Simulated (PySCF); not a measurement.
# C6H6NP: the cost of one run

Programs: PySCF 2.14.0, with density-fitted response routines of our own. Each step states its level of theory. These are calculated values for one molecule in the gas phase, unless marked as measured. Atoms are numbered from 0 throughout.

## Step 1: The starting structure

14 atoms, charge 0, multiplicity 1; geometry from: GFN2-xTB.

Bonds of the start (Å): C0–C1 1.33, C1–C2 1.46, C2–C3 1.39, C3–P4 1.73, P4–C5 1.73, C5–C6 1.38, C6–N7 1.32, N7–C2 1.33, C0–H8 1.08, C0–H9 1.08, C1–H10 1.08, C3–H11 1.08, C5–H12 1.08, C6–H13 1.09.

## Step 2: Ultraviolet spectrum: CAM-B3LYP/def2-SVPD

Job settings and geometry (Å):

```
{"job": {"kind": "uv", "xc": "CAM-B3LYP", "basis": "def2-SVPD", "nstates": 8, "ntriplets": 3}, "charge": 0, "multiplicity": 1}
C      2.436932     0.920791     0.140518
C      1.757073    -0.218606     0.151542
C      0.299983    -0.283965     0.037428
C     -0.319349    -1.530628     0.063748
P     -2.026769    -1.789912    -0.056964
C     -2.529511    -0.136434    -0.198404
C     -1.648132     0.929078    -0.193128
N     -0.338182     0.879864    -0.085370
H      3.509777     0.947223     0.226349
H      1.920013     1.860003     0.043842
H      2.263830    -1.170298     0.248179
H      0.305701    -2.409524     0.167503
H     -3.587851     0.065602    -0.295141
H     -2.044193     1.936336    -0.287203
```

Level: TDDFT CAM-B3LYP/def2-SVPD, vertical, gas phase, core orbitals frozen in the response.

Command:

```console
> OMP_NUM_THREADS=1 python probes_run.py task.json out
```

One launch serves the whole session: the jobs run in the order shown.

Q: Estimate the wall time and peak memory of this job on 1 thread of Arm Neoverse V1, shared host.

About 47 s, with a peak of 0.96 GiB.
